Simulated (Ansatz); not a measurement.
# S: the cost of one run

Program: Ansatz 0.2.0. Level of theory: DFT PBE+D3(BJ), scalar-relativistic, plane waves, PAW. These are calculated values, not measurements.

**1. The structure to begin with**

The structure is orthorhombic, space group Pmma (No. 51). Conventional cell: a = 2.353 Å, b = 2.353 Å, c = 18.000 Å, α = 90.00°, β = 90.00°, γ = 90.00°. Around S (site symmetry mm2) lie 4 S at 2.35 Å.

Structure file:

```cif
data_structure
_symmetry_space_group_name_H-M 'P 1'
_symmetry_Int_Tables_number 1
_cell_length_a 2.3527
_cell_length_b 2.3527
_cell_length_c 18.0000
_cell_angle_alpha 90.000
_cell_angle_beta 90.000
_cell_angle_gamma 90.000
_cell_volume 99.63
loop_
_atom_site_label
_atom_site_type_symbol
_atom_site_fract_x
_atom_site_fract_y
_atom_site_fract_z
_atom_site_occupancy
S1 S 0.50000 0.50000 0.40375 1
S2 S 0.00000 0.50000 0.59625 1
```

Recipe of the guess: sheets of the Se type as a bilayer. Lengths come from tabulated atomic sizes and are only a guess.

It is a sheet, periodic along a and b, with vacuum along c; volumes and pressures of the box carry no meaning, and space groups named for it are those of the box.

**2. A first look at the guess**

The input, input.yaml:

```yaml
crystal:
  lattice:
    - [2.35266675, 0.0, 0.0]
    - [0.0, 2.35266675, 0.0]
    - [0.0, 0.0, 18.0]
  atoms:
    - { symbol: S, position: [0.5, 0.5, 0.40375] }
    - { symbol: S, position: [0.0, 0.5, 0.59625] }
  periodic: [true, true, false]
basis:
  ecutwfc: 420
kpoints:
  mp_grid: { grid: [8, 8, 1] }
hamiltonian:
  xc: pbe
  dispersion: d3bj
scf:
  occupations: { method: gaussian, width: 0.1 }
  lower_state_search: "off"
output:
  forces: true
  stress: true
  eigenvalues: true
```

Command:

```bash
> ansatz run input.yaml --threads 1 --pin off --max-ram 2048MiB --backend cpu --events-out ev --progress --plain --runs-dir out
```

**Question.** How long does this run take on 1 thread of Arm Neoverse V2, shared host, and how much memory does it need?

About 3.1 s, with a peak of 0.35 GiB.
